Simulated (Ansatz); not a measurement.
A nudged elastic band was laid between two geometries of a periodic cell of 17 atoms, Si$_{16}$Ge (host Si, host structure diamond, interstitial Ge).

The calculation used DFT PBEsol, scalar-relativistic, plane waves, PAW in Ansatz 0.2.0. Settings: PAW set soft_1, cutoff 420 eV, k mesh 2x2x2, gaussian smearing 0.02 eV, no spin polarisation.

```json
{"movable images": "7", "climbing image": "yes", "spring": "2.0 eV/Å²", "optimiser": "quadratic models (default)", "start path": "straight line", "force threshold": "0.05 eV/Å", "iteration limit": "37", "end points": "relaxed"}
```

Image 0:

```xyz
17
Lattice="0.0000 5.4300 5.4300 5.4300 0.0000 5.4300 5.4300 5.4300 0.0000" Properties=species:S:1:pos:R:3
Si 0.028 -0.045 -0.050
Si 1.395 1.360 1.356
Si 2.713 2.725 -0.008
Si 4.079 4.020 1.359
Si 2.714 -0.003 2.719
Si 4.080 1.363 4.015
Si 5.451 2.728 2.725
Si 6.800 4.077 4.071
Si 0.027 2.763 2.763
Si 1.356 4.072 4.073
Si 2.695 5.380 2.770
Si 4.079 6.788 4.129
Si 2.697 2.768 5.376
Si 4.080 4.129 6.784
Si 5.450 5.423 5.420
Si 6.761 6.790 6.787
Ge 9.499 6.787 6.787
```

Image 8:

```xyz
17
Lattice="0.0000 5.4300 5.4300 5.4300 0.0000 5.4300 5.4300 5.4300 0.0000" Properties=species:S:1:pos:R:3
Si 0.005 -0.002 0.002
Si 1.351 1.348 1.352
Si 2.720 2.713 0.057
Si 4.089 4.078 1.352
Si 2.720 0.053 2.717
Si 4.088 1.348 4.081
Si 5.403 2.713 2.717
Si 6.769 4.121 4.125
Si 0.037 2.713 2.717
Si 1.351 4.078 4.081
Si 2.720 5.373 2.717
Si 4.100 6.736 4.125
Si 2.720 2.713 5.376
Si 4.100 4.120 6.739
Si 5.434 5.428 5.432
Si 6.769 6.735 6.738
Ge 8.149 8.143 8.147
```

What changes between the two ends?

Contacts lost: Si1–Ge17. Contacts made: Si8–Ge17. The atom that moves furthest is Ge17, by 2.35 Å; four of its nearest neighbours are Si11 2.42, Si13 2.42, Si1 2.42, Si9 2.43 Å at the first end and Si8 2.42, Si16 2.42, Si12 2.42, Si14 2.42 Å at the last.

What energy profile does the band end with?

The run converged. The highest image is number 5 of 0 to 8, 0.32 eV above the ends, which have the same energy within 2 meV. By the program's own check the climbing image is of a kind that is not told: the force calls were inconclusive, a negative curvature could not be distinguished from the path's own, the only one lies far off the path, or fixed occupations may fill a level only in part (lowest curvatures found: 0.17 and 0.31 eV/Å²). Limits of this set-up: coarse k mesh, PAW files made for another functional, a small cell, in which the defect meets its images.

| image | path coordinate (Å) | energy (eV) | Si1–Ge17 (Å) | Si8–Ge17 (Å) |
| --- | --- | --- | --- | --- |
| 0 | 0.00 | 0.00 | 2.42 | 4.69 |
| 1 | 0.31 | 0.03 | 2.44 | 4.44 |
| 2 | 0.63 | 0.13 | 2.47 | 4.19 |
| 3 | 0.94 | 0.28 | 2.52 | 3.92 |
| 4 | 1.25 | 0.30 | 2.64 | 3.66 |
| 5 | 1.57 | 0.32 | 2.81 | 3.31 |
| 6 | 2.22 | 0.32 | 3.53 | 2.70 |
| 7 | 2.88 | 0.14 | 4.16 | 2.48 |
| 8 | 3.53 | 0.00 | 4.70 | 2.42 |

What is the geometry of the highest image?


```xyz
17
Lattice="0.0000 5.4300 5.4300 5.4300 0.0000 5.4300 5.4300 5.4300 0.0000" Properties=species:S:1:pos:R:3:forces:R:3
Si -0.324 0.328 0.329 0.04 -0.04 -0.04
Si 1.404 1.452 1.453 -0.02 0.02 0.02
Si 2.793 2.641 0.010 0.01 -0.01 0.01
Si 3.982 4.030 1.453 -0.02 0.03 0.02
Si 2.793 0.009 2.642 0.01 0.01 -0.01
Si 3.982 1.452 4.031 -0.02 0.02 0.03
Si 5.426 2.641 2.643 -0.01 -0.01 -0.01
Si 7.003 3.862 3.863 0.01 -0.01 -0.01
Si 0.165 2.858 2.859 -0.03 -0.01 -0.01
Si 1.068 4.368 4.369 0.00 0.00 0.00
Si 2.578 5.270 2.859 0.01 0.03 -0.01
Si 4.175 6.691 4.174 0.03 -0.04 0.00
Si 2.578 2.858 5.271 0.01 -0.01 0.03
Si 4.175 4.172 6.693 0.03 0.00 -0.04
Si 5.639 5.226 5.227 -0.03 0.03 0.03
Si 6.692 6.691 6.692 0.01 -0.04 -0.04
Ge 8.914 7.381 7.382 -0.03 0.02 0.02
```

Time of the run: 17 min on 1 thread of Arm Neoverse V1, with other jobs on the host, peak memory 1 GiB.
